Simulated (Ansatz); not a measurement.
Crystal: Mn2Al2Cu.

```
CELL_PARAMETERS angstrom
-1.36859 1.36859 8.51894
1.36859 -1.36859 8.51894
1.36859 1.36859 -8.51894
ATOMIC_POSITIONS crystal
Cu 0.99079 0.99079 0.00000
Mn 0.38791 0.38791 0.00000
Mn 0.81335 0.81335 0.00000
Al 0.21755 0.21755 0.00000
Al 0.59040 0.59040 0.00000
```

The cell comes from a database or a generator and needn't be the stable form of this composition.

Base run:

```yaml
Program: Ansatz 0.2.0
Functional: PBEsol
Potentials_or_basis: Ansatz PAW
Cutoff: "420 eV (not typed: the program's choice for these potentials)"
k_mesh: 13 × 13 × 13
Occupations: fermi-dirac, width 0.05 eV
Spin: no spin polarisation
```

Its results: band gap on the k mesh none (metal or under the smearing width); pressure -4.3 GPa; largest force 0.454 eV/Å.

Problem. The run is repeated on the same cell with these changes: spin from no spin polarisation to collinear spin, ferrimagnetic start. What comes out?

Solution. Band gap on the k mesh none (metal or under the smearing width); pressure -2.6 GPa; net moment -0.79 μB per cell; site moments Cu -0.02; Mn -1.17, +0.50; Al -0.02, -0.01 μB; largest force 0.329 eV/Å.

Caveats: the PAW data sets come from PBE, with cores solved anew for the run's functional, which leaves a small shift of forces and pressure.
